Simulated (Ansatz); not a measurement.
# EuIn: the cost of one run

Program: Ansatz 0.2.0. Level of theory: DFT PBEsol, with the methods named in each step. These are calculated values, not measurements.

### Step 1. The system as given

The structure is tetragonal, space group P4/mmm (No. 123). Conventional cell: a = 3.795 Å, b = 3.795 Å, c = 4.301 Å, α = 90.00°, β = 90.00°, γ = 90.00°. Eu (site symmetry 4/mmm) is surrounded by 8 In at 3.44 Å and 4 Eu at 3.79 Å. Around In (site symmetry 4/mmm) lie 8 Eu at 3.44 Å and 4 In at 3.79 Å.

As a file:

```cif
data_structure
_symmetry_space_group_name_H-M 'P4/mmm'
_symmetry_Int_Tables_number 123
_cell_length_a 3.7946
_cell_length_b 3.7946
_cell_length_c 4.3007
_cell_angle_alpha 90.000
_cell_angle_beta 90.000
_cell_angle_gamma 90.000
_cell_volume 61.93
loop_
_atom_site_label
_atom_site_type_symbol
_atom_site_symmetry_multiplicity
_atom_site_Wyckoff_symbol
_atom_site_fract_x
_atom_site_fract_y
_atom_site_fract_z
_atom_site_occupancy
Eu1 Eu 1 a 0.00000 0.00000 0.00000 1
In1 In 1 d 0.50000 0.50000 0.50000 1
```

The file gives the conventional cell by its symmetry; the runs use the cell typed in the input.

Atoms are numbered in the order of the input: Eu1, In2.

### Step 2. Spiral at q = 0, LAPW

Contents of input.yaml:

```yaml
crystal:
  lattice:
    - [3.794564, 0.0, 0.0]
    - [0.0, 3.794564, 0.0]
    - [0.0, 0.0, 4.300742]
  atoms:
    - { symbol: Eu, position: [0.0, 0.0, 0.0], spin: 6.8, spin_axis: [1.0, 0.0, 0.0] }
    - { symbol: In, position: [0.5, 0.5, 0.5] }
magnetization:
  noncollinear: true
  spin_spiral: { q: [0.0, 0.0, 0.0] }
kpoints:
  mp_grid: { grid: [12, 12, 8] }
scf:
  occupations: { method: fermi_dirac, width: 0.05 }
hamiltonian:
  xc: pbesol
  pseudopotentials: { kind: all_electron, lapw: { basis_error: 0.0005 } }
output:
  eigenvalues: false
```

Command:

```bash
ansatz run input.yaml --threads 2 --pin off --max-ram 5120MiB --backend cpu --events-out ev --progress --plain --runs-dir out
```

What time and memory should one allow on 2 threads of Arm Neoverse V1, shared host?

About 8.4 min, with a peak of 1.6 GiB.
